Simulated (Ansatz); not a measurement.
**BClOF radical (SMILES [O]B(F)Cl): a rigid scan of the bond length B2–Cl4**

How does the energy rise as the bond length B2–Cl4 leaves its equilibrium value, and do density functionals follow CCSD(T)? All other internal coordinates keep their values.

Computed with Ansatz 0.2.0, Gaussian basis. Level: single points in def2-TZVPP.

Levels: PBE-D4, r2SCAN-D4, PBE0-D4, B3LYP-D4, wB97M-V, Hartree-Fock, MP2, CCSD, CCSD(T). The scan takes 1.504, 1.556, 1.631, 1.720, 1.817, 1.922, 2.034, 2.152, 2.274 Å.

Cores are frozen in the correlated methods. Orbitals are unrestricted. B3LYP uses VWN-RPA correlation.

## 1. The system as given

The minimum, relaxed at PBE0-D4: SMILES `[O]B(F)Cl`, 4 atoms, charge 0, spin multiplicity 2.

Atoms are counted from 1 here; the program's logs count them from 0.

Bond lengths: O1–B2 1.340 Å, B2–F3 1.313 Å, B2–Cl4 1.749 Å. Angles: O1–B2–F3 122.8°, O1–B2–Cl4 114.2°, F3–B2–Cl4 122.9°.

Geometry (Å):

```xyz
4
charge 0, multiplicity 2
O    -0.2399   -1.2574   -0.5180
B    -0.0973   -0.0060   -0.0617
F    -0.9969    0.9298   -0.2571
Cl    1.3897    0.2732    0.8165
```

Energies of the minimum (eV), from earlier single points: PBE-D4 -17956.68962, r2SCAN-D4 -17964.21536, PBE0-D4 -17957.68927, B3LYP-D4 -17968.02681, wB97M-V -17965.44595, CCSD(T) -17944.76937.

At the minimum the bond length B2–Cl4 is 1.749 Å.

## 2. B2–Cl4 = 1.504 Å

ccsdt-tzvpp/in.yaml reads:

```yaml
crystal:
  periodic: [false, false, false]
  atoms:
    - {symbol: O, position_ang: [-0.239850, -1.257377, -0.518040]}
    - {symbol: B, position_ang: [-0.097327, -0.006016, -0.061670]}
    - {symbol: F, position_ang: [-0.996910, 0.929849, -0.257113]}
    - {symbol: Cl, position_ang: [1.181089, 0.234070, 0.693330]}
basis:
  gaussian: {orbitals: def2-TZVPP}
magnetization: {spin_polarized: true, initial_magnetization: 1}
correlation: {method: ccsd_t}
scf: {omitted_lower_state_checks: [cluster_reference]}
```

No record of the launch command was kept for these runs.

Further steps of the session: B2–Cl4 = 1.556 Å; B2–Cl4 = 1.631 Å; B2–Cl4 = 1.720 Å; B2–Cl4 = 1.817 Å; B2–Cl4 = 1.922 Å; B2–Cl4 = 2.034 Å; B2–Cl4 = 2.152 Å; B2–Cl4 = 2.274 Å.

Before running it: what results should come out? Wanted: highest point, CCSD(T); lowest point, CCSD(T); minimum along the scan, CCSD(T); RMS deviation from CCSD(T); largest T1 diagnostic.

As calculated:

```
                       quantity                                                                                                value
         highest point, CCSD(T)                                                                                  1530 meV at 2.274 Å
          lowest point, CCSD(T)                                                                                     0 meV at 1.749 Å
minimum along the scan, CCSD(T)                                                                                              1.753 Å
                curvature there                                                                                           24.3 eV/Å²
     RMS deviation from CCSD(T)  PBE-D4 148, r2SCAN-D4 53, PBE0-D4 29, B3LYP-D4 77, wB97M-V 12, Hartree-Fock 66, MP2 54, CCSD 25 meV
          largest T1 diagnostic                                                                                                0.024
```

**Reading.** A polynomial through the near points puts the CCSD(T) minimum 0.004 Å above the PBE0-D4 value. It is steeper on the short side than on the long one. Curvature against CCSD(T): PBE-D4 -15 %, Hartree-Fock +6 %. The curve of wB97M-V lies nearest to CCSD(T), that of PBE-D4 farthest.
